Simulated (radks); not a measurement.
**B⁴⁺ in 2s1: an all-electron calculation**

What are the levels of the boron ion B4+, how large are its shells, and how does its energy divide?

Program: radks (a radial shooting solver on a logarithmic mesh, Libxc functionals) version 1. Level of theory: non-relativistic Kohn-Sham, PBEsol, spin-polarised, spherical densities, point nucleus; open shells are filled with parallel spins first. These are calculated values, not measurements, unless marked.

## (1) What is computed

```
element       : boron (Z = 5)
charge        : +4
electrons     : 1
configuration : 2s1
```

The outer shells:

B⁴⁺
```
2s [↑ ]
```

## (2) The run

The run's settings:

```text
Z 5
configuration 2s1
relativity non-relativistic
functional pbe_sol,pbe_sol
spin polarised
nucleus point
```

Command:

```
$ python run_ks.py task.json out
```

The same process makes all the runs of this session.

What does the calculation give?

**Answer**, as computed:

| quantity | value |
| --- | --- |
| total energy | -3.14681 hartree |
| exchange-correlation share of it | 12.74 % |
| −T/E | 0.9976 |
| highest occupied level | 2s up, -78.434 eV |
| most extended occupied level | 2s up, <r> = 1.19 bohr |
| radius at density 0.001 e/bohr³ | 2.32 bohr |
| maxima of the radial density | 2 |

**Reading.** The radial density shows 2 maxima for 1 occupied principal shells. The ratio −T/E is 0.9976; for a non-relativistic Coulomb system it is 1 up to the kinetic part of correlation. This is not the tabulated ground configuration, so its levels and sizes aren't those of the ground state, and no measured value stands beside it.
